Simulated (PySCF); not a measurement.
# C3H6O3S2: the cost of one run

Computed with PySCF 2.14.0 and routines of our own; the level stands in each step. Atoms count from 0.

### Step 1. The starting structure

14 atoms, charge 0, multiplicity 1; geometry from: GFN2-xTB.

### Step 2. Magnetic properties: GIAO BHandHLYP/pcSseg-1

What the job is given:

```
{"job": {"kind": "mag", "xc": "BHandHLYP", "basis": "pcSseg-1", "isotopologues": 2}, "charge": 0, "multiplicity": 1}
C     -2.170475     0.574743    -0.121365
C     -2.033365    -0.736110    -0.051378
S     -0.588638    -1.705338    -0.295408
C      0.669463    -0.530099    -0.795188
S      1.375299     0.170716     0.714634
O      2.043410    -0.846344     1.459821
O      0.424406     1.003648     1.366625
O      2.523038     1.105676     0.056434
H     -3.135254     1.020726     0.046422
H     -1.355819     1.253543    -0.295576
H     -2.861380    -1.393738     0.164502
H      1.463588    -1.073891    -1.293577
H      0.267418     0.265374    -1.411810
H      3.377630     0.890621     0.433698
```

With the program's defaults for keys left out, this is: GIAO BHandHLYP/pcSseg-1 magnetisability, rotational g tensor and spin-rotation constants, non-relativistic, gas phase.

Run with:

```
OMP_NUM_THREADS=1 python excited_run.py task.json out
```

This one command runs all jobs of the session in turn.

**Question.** How long does this first job take on 1 thread of Arm Neoverse V2, shared host, and how much memory does it need?

About 29 s, with a peak of 0.81 GiB.
